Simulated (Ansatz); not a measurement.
# CH6AsPS: the cost of one run

All numbers below are computed with Ansatz 0.2.0 (RKS B3LYP-D4/def2-SVP).

1 further run of the same task is left out (it didn't finish).

### 1 The starting structure

Bond lengths: C1–As2 1.958 Å, As2–P3 2.283 Å, P3–S4 2.171 Å, C1–H5 1.156 Å, C1–H6 1.158 Å, C1–H7 1.068 Å, As2–H8 1.545 Å, P3–H9 1.503 Å, S4–H10 1.386 Å. Angles: C1–As2–P3 91.1°, C1–As2–H8 90.9°, P3–As2–H8 91.2°, As2–C1–H5 108.7°, As2–C1–H6 108.7°, As2–C1–H7 113.4°, H5–C1–H6 104.1°, H5–C1–H7 110.7°, H6–C1–H7 110.7°, As2–P3–S4 96.9°, As2–P3–H9 95.2°, S4–P3–H9 92.8°, P3–S4–H10 91.4°.

Structure file:

```xyz
10

C    -0.7906   -0.2537   -1.2192
As   -0.9757   -0.4071    0.7243
P     1.2892   -0.2975    0.9929
S     1.4124    1.8503    1.2881
H    -1.8209   -0.4456   -1.7065
H    -0.5539    0.8491   -1.4834
H    -0.0512   -0.9070   -1.6287
H    -0.9219   -1.9484    0.6315
H     1.2642   -0.5735    2.4706
H     1.2316    2.0823   -0.0666
```

### 2 Relaxing end A

input.yaml reads:

```yaml
crystal:
  periodic: [false, false, false]
  atoms:
    - { symbol: C, position_ang: [-0.7906, -0.2537, -1.2192] }
    - { symbol: As, position_ang: [-0.9757, -0.4071, 0.7243] }
    - { symbol: P, position_ang: [1.2892, -0.2975, 0.9929] }
    - { symbol: S, position_ang: [1.4124, 1.8503, 1.2881] }
    - { symbol: H, position_ang: [-1.8209, -0.4456, -1.7065] }
    - { symbol: H, position_ang: [-0.5539, 0.8491, -1.4834] }
    - { symbol: H, position_ang: [-0.0512, -0.907, -1.6287] }
    - { symbol: H, position_ang: [-0.9219, -1.9484, 0.6315] }
    - { symbol: H, position_ang: [1.2642, -0.5735, 2.4706] }
    - { symbol: H, position_ang: [1.2316, 2.0823, -0.0666] }
basis:
  gaussian: { orbitals: def2-SVP }
hamiltonian:
  xc: b3lyp
  dispersion: d4
relax:
  f_tol: 0.02
  max_steps: 50
output:
  orbitals: {}
```

Launch:

```console
$ ansatz run input.yaml --threads 2 --pin off --max-ram 3072MiB --backend cpu --events-out ev --progress --plain --runs-dir out
```

Q: Estimate wall time and peak memory on 2 threads of Intel Xeon Platinum 8259CL at 2.50GHz (Skylake/Cascade Lake), shared host.

About 58 s, with a peak of 0.3 GiB.
